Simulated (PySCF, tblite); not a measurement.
**C₆H₉FSi: geometry, infrared bands and NMR shifts**

Wanted: the infrared bands and NMR shifts of C₆H₉FSi (`CC#C[C@H]1C[Si@H](F)C1`), by calculation.

Computed with tblite 0.8.0 and PySCF 2.14.0, with density-fitted response routines of our own, on a single molecule in the gas phase. Atoms are numbered from 0 throughout.

### 1 The starting structure

17 atoms, charge 0, multiplicity 1; geometry from: force field or distance geometry start.

Bonds of the start (Å): C0–C1 1.50, C1–C2 1.19, C2–C3 1.46, C3–C4 1.51, C4–Si5 1.87, Si5–F6 1.68, Si5–C7 1.90, C7–C3 1.53, C0–H8 1.11, C0–H9 1.09, C0–H10 1.11, C3–H11 1.09, C4–H12 1.10, C4–H13 1.11, Si5–H14 1.44, C7–H15 1.09, C7–H16 1.10.

### 2 Optimising the geometry with GFN2-xTB

What the job is given:

```
{"job": {"kind": "relax", "xc": "GFN2-xTB", "basis": "xTB"}, "charge": 0, "multiplicity": 1}
C      3.556700     0.214400    -0.427400
C      2.062700     0.290200    -0.345300
C      0.874100     0.356900    -0.265400
C     -0.578800     0.452400    -0.172900
C     -1.246700    -0.800300    -0.673300
Si    -2.770000    -0.193700     0.219500
F     -3.416300     1.251000    -0.333300
C     -1.163600     0.094300     1.195200
H      3.862100     0.718100    -1.364500
H      3.808000    -0.842800    -0.380500
H      3.989500     0.823400     0.399500
H     -1.054000     1.325700    -0.620000
H     -1.384000    -0.823400    -1.768900
H     -0.901000    -1.766700    -0.247200
H     -3.663200    -1.177600     0.763600
H     -1.176900     0.943900     1.882200
H     -0.805300    -0.853700     1.633600
```

Command:

```console
OMP_NUM_THREADS=1 python probes_run.py task.json out
```

One launch serves the whole session: the jobs run in the order shown.

**Question.** This job is followed by: GFN2-xTB harmonic vibrations, gas phase; GIAO PBE0/pcSseg-1 NMR shielding, non-relativistic, gas phase. Predict these results of the whole session: strongest single infrared mode (GFN2-xTB); zero-point energy (GFN2-xTB); 13C shifts against TMS (PBE0/pcSseg-1, means over atoms taken as alike); 1H shifts against TMS (PBE0/pcSseg-1, means over atoms taken as alike); 29Si shifts against TMS (PBE0/pcSseg-1); 19F shifts against CFCl3 (PBE0/pcSseg-1); surface potential, 1st and 99th percentile.

As calculated:

| quantity | value |
| --- | --- |
| strongest single infrared mode (GFN2-xTB) | 2373 cm⁻¹, 312 km/mol |
| zero-point energy (GFN2-xTB) | 80.9 kcal/mol |
| 13C shifts against TMS (PBE0/pcSseg-1, means over atoms taken as alike) | 92.7, 84.8, 34.5, 20.4, 4.9 ppm |
| 1H shifts against TMS (PBE0/pcSseg-1, means over atoms taken as alike) | 5.82, 3.13, 2.43, 1.99, 1.83 ppm |
| 29Si shifts against TMS (PBE0/pcSseg-1) | 29.6 ppm |
| 19F shifts against CFCl3 (PBE0/pcSseg-1) | -187.7 ppm |
| surface potential, 1st and 99th percentile | -1.10 V and 1.20 V |

**Reading.** The optimisation took 98 steps and gained 1.494 eV; among the close pairs (by a distance rule), Si5–F6 changed most, from 1.676 to 1.620 Å. All 45 modes are real, so the xTB geometry is a minimum. The strongest single mode, at 2373 cm⁻¹, moves mainly H14. Unscaled tight-binding wavenumbers are off by several per cent, some by more. Its intensities can rank the bands wrongly. At PBE0/pcSseg-1: The widest tensor belongs to C2: span 288 ppm, with a paramagnetic part of -168 ppm.
